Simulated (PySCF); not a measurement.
# Cl4Tb (Tb(Cl)4-): the cost of one run

Computed with PySCF 2.14.0. Level: several levels, as the steps say, no spin–orbit coupling.

1 further run of the same task is left out (for a known fault of the program).

### Step 1. The system as given

5 atoms, charge -1, spin multiplicity 1.

Bond lengths: Tb1–Cl2 2.544 Å, Tb1–Cl3 2.544 Å, Tb1–Cl4 2.544 Å, Tb1–Cl5 2.544 Å. Angles: Cl2–Tb1–Cl3 109.5°, Cl2–Tb1–Cl4 109.5°, Cl2–Tb1–Cl5 109.5°, Cl3–Tb1–Cl4 109.5°, Cl3–Tb1–Cl5 109.5°, Cl4–Tb1–Cl5 109.5°.

Geometry (Å):

```xyz
5
Cl4Tb
Tb    0.0000    0.0000    0.0000
Cl    1.4688    1.4688    1.4688
Cl   -1.4688   -1.4688    1.4688
Cl    1.4688   -1.4688   -1.4688
Cl   -1.4688    1.4688   -1.4688
```

Formal oxidation states: Tb +3. Each metal's 8 4f electrons lie in its core potential, so multiplicities, spins and levels count the valence alone. An earlier session relaxed this geometry at PBE0, Tb lcecp-1-SVP with ECP54, Cl def2-SVP (singlet, point group Td).

At PBE0 on the finer grid: E = -1876.570702 Eh, HOMO -4.52 eV, LUMO 3.39 eV, Mulliken charge on Tb1 +0.73 e, largest force component 0.001 eV/Å. 

Levels to run: TPSSh; BP86; PBE0, TZVP. Hardware: 2 threads of Arm Neoverse V1, shared host.

### Step 2. TPSSh

File run.py (the lines that set the calculation):

```python
mol = gto.M(atom='''
Tb     0.00000     0.00000     0.00000
Cl     1.46881     1.46881     1.46881
Cl    -1.46881    -1.46881     1.46881
Cl     1.46881    -1.46881    -1.46881
Cl    -1.46881     1.46881    -1.46881''',
    basis={'Tb': 'lcecp-1-SVP', 'Cl': 'def2-SVP'},
    ecp={'Tb': 'lcecp-1-SVP'},
    charge=-1, spin=0)
mf = dft.RKS(mol, xc='TPSSH')
mf.grids.atom_grid = (75, 302)  # f atoms: unpruned, at least (60, 302)
mf = mf.density_fit()  # fitting sets: Tb AutoAux, Cl def2-universal-JKFIT
mf.conv_tol = 1e-08; mf.max_cycle = 55
mf.kernel(dm0)  # dm0: the density of the relaxed state
```

Launch:

```console
$ OMP_NUM_THREADS=2 python run.py
```

**Question.** How long does this run take on 2 threads of Arm Neoverse V1, shared host?

About 8.3 s.
